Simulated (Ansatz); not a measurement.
# CH4GeO2: small, medium and large basis sets

Aim: see how fast density functionals converge with the basis set for CH4GeO2.

The runs use Ansatz 0.2.0, Gaussian basis; one geometry, several basis sets.

The runs, in order: PBE0-D4/def2-SVP; ωB97M-V/def2-SVP; PBE0-D4/def2-QZVPP; ωB97M-V/def2-QZVPP; the functionals' def2-TZVPP values are taken from earlier runs.

### Step 1. The geometry

All runs share one geometry, relaxed beforehand with PBE0-D4 in a triple-zeta def2 set.

SMILES `C[O][Ge][OH]`, 8 atoms, charge 0, spin multiplicity 1.

Atoms are counted from 1 here; the program's logs count them from 0.

Bond lengths: C1–O2 1.404 Å, C1–H5 1.093 Å, C1–H6 1.098 Å, C1–H7 1.098 Å, O2–Ge3 1.790 Å, Ge3–O4 1.789 Å, O4–H8 0.962 Å. Angles: O2–C1–H5 108.7°, O2–C1–H6 112.0°, O2–C1–H7 112.1°, H5–C1–H6 107.7°, H5–C1–H7 107.7°, H6–C1–H7 108.5°, C1–O2–Ge3 127.0°, O2–Ge3–O4 101.6°, Ge3–O4–H8 117.3°.

### Step 2. PBE0-D4 in def2-SVP

The input, in.yaml:

```yaml
crystal:
  periodic: [false, false, false]
  atoms:
    - {symbol: C, position_ang: [0.049146, 0.633158, -0.773665]}
    - {symbol: O, position_ang: [1.140652, -0.154748, -0.375242]}
    - {symbol: Ge, position_ang: [1.187451, -1.328546, 0.975499]}
    - {symbol: O, position_ang: [-0.475942, -1.200881, 1.622545]}
    - {symbol: H, position_ang: [0.351827, 1.244460, -1.627247]}
    - {symbol: H, position_ang: [-0.806986, 0.022210, -1.087566]}
    - {symbol: H, position_ang: [-0.281305, 1.312374, 0.022728]}
    - {symbol: H, position_ang: [-1.072641, -0.585027, 1.187149]}
basis:
  gaussian: {orbitals: def2-SVP}
hamiltonian: {xc: pbe0, dispersion: d4}
output: {orbitals: {seedname: orbitals}}
```

Launch:

```sh
ansatz run in.yaml --threads 2 --pin off --events-out ev --progress --plain --max-ram 32768MiB --backend cpu
```

After this run come: ωB97M-V in def2-SVP; PBE0-D4 in def2-QZVPP; ωB97M-V in def2-QZVPP.

Q: Predict the results of all the runs planned. Wanted: PBE0-D4: double and triple zeta above quadruple; ωB97M-V: double and triple zeta above quadruple.

**Answer**, as computed:

| quantity | value |
| --- | --- |
| PBE0-D4: double and triple zeta above quadruple | 15.05, 1.54 eV |
| ωB97M-V: double and triple zeta above quadruple | 15.18, 1.49 eV |

For PBE0-D4 the step from double to triple zeta gains 13.52 eV and the next only 1.54 eV. These are total energies; as a rule much of such shifts cancels in differences, which this series doesn't test.
